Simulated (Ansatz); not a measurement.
# LiSi16: the cost of one run

Program: Ansatz 0.2.0. Level of theory: DFT PBE, plane waves, PAW, scalar-relativistic, no spin polarisation. These are calculated values, not measurements.

## (1) The system as given

The cell holds 17 atoms (LiSi16): a = 7.679 Å, b = 7.679 Å, c = 7.679 Å, α = 60.00°, β = 60.00°, γ = 60.00°.

The coordinates stand in the first input below.

## (2) Relaxing end A

The input, input.yaml:

```yaml
crystal:
  lattice:
    - [0.0, 5.43, 5.43]
    - [5.43, 0.0, 5.43]
    - [5.43, 5.43, 0.0]
  atoms:
    - { symbol: Si, position: [0.0, 0.0, 0.0] }
    - { symbol: Si, position: [0.125, 0.125, 0.125] }
    - { symbol: Si, position: [0.0, 0.0, 0.5] }
    - { symbol: Si, position: [0.125, 0.125, 0.625] }
    - { symbol: Si, position: [0.0, 0.5, 0.0] }
    - { symbol: Si, position: [0.125, 0.625, 0.125] }
    - { symbol: Si, position: [0.0, 0.5, 0.5] }
    - { symbol: Si, position: [0.125, 0.625, 0.625] }
    - { symbol: Si, position: [0.5, 0.0, 0.0] }
    - { symbol: Si, position: [0.625, 0.125, 0.125] }
    - { symbol: Si, position: [0.5, 0.0, 0.5] }
    - { symbol: Si, position: [0.625, 0.125, 0.625] }
    - { symbol: Si, position: [0.5, 0.5, 0.0] }
    - { symbol: Si, position: [0.625, 0.625, 0.125] }
    - { symbol: Si, position: [0.5, 0.5, 0.5] }
    - { symbol: Si, position: [0.625, 0.625, 0.625] }
    - { symbol: Li, position: [0.2484337, 0.7499693, 0.7438408] }
total_charge: 1
basis:
  ecutwfc: 420.0
kpoints:
  mp_grid: { grid: [2, 2, 2] }
hamiltonian:
  xc: pbe
  pseudopotentials: { kind: paw, azcp: { folder: soft_1 } }
scf:
  occupations: { method: gaussian, width: 0.02 }
  lower_state_search: "off"
relax:
  f_tol: 0.03
  max_steps: 60
  adjacent_minimum: "off"
output:
  write_density: true
  write_potential: true
  elf: true
  volumetric_format: npy
```

Started as:

```sh
> ansatz run input.yaml --threads 1 --pin off --max-ram 3072MiB --backend cpu --events-out ev --progress --plain --runs-dir out
```

Q: Estimate wall time and peak memory on 1 thread of Intel Xeon Platinum 8375C at 2.90GHz (Ice Lake), shared host.

About 19 s, with a peak of 0.59 GiB.
